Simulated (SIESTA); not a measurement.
Crystal: Ge2Sb2Te5.

```
CELL_PARAMETERS angstrom
6.83914 -3.06601 0.00000
6.83914 3.06601 0.00000
-6.83098 0.00000 6.84761
ATOMIC_POSITIONS crystal
Te 0.59470 0.59470 0.38643
Te 0.79529 0.79529 0.19611
Te 0.00832 0.00832 0.00643
Te 0.20652 0.20652 0.80980
Te 0.39996 0.39996 0.59712
Sb 0.90171 0.90171 0.58787
Sb 0.11187 0.11187 0.41735
Ge 0.28429 0.28429 0.18783
Ge 0.49734 0.49734 0.01104
```

The cell comes from a database or a generator and needn't be the stable form of this composition.

Base run:

```yaml
Program: SIESTA 5.4.2
Functional: PBE
Potentials_or_basis: PseudoDojo 0.4 standard (PBE files)
Basis: DZP (energy shift 0.003 Ry; two zetas on semicore shells)
Grid_cutoff: 800 Ry
Energy_shift: 0.003 Ry
k_mesh: 5 × 5 × 4
Occupations: fermi-dirac, width 0.05 eV
Spin: no spin polarisation
```

Its results: band gap on the k mesh 0.24 eV, indirect (least direct gap 0.31 eV); pressure 1.0 GPa; largest force 0.296 eV/Å.

The run is repeated on the same cell with these changes: functional from PBE to LDA; potentials or basis from PseudoDojo 0.4 standard (PBE files) to PseudoDojo 0.4 standard (LDA files). What comes out?

Band gap on the k mesh 0.24 eV, indirect (least direct gap 0.31 eV); pressure -2.4 GPa; largest force 0.124 eV/Å.

Caveats: spin-orbit coupling is left out, which moves the levels of the heavy elements; the mesh misses the band edges, which the band path finds closer together; the basis of atomic orbitals isn't converged, which shifts pressures, moduli and gaps.

Not every run made on this cell is shown here.
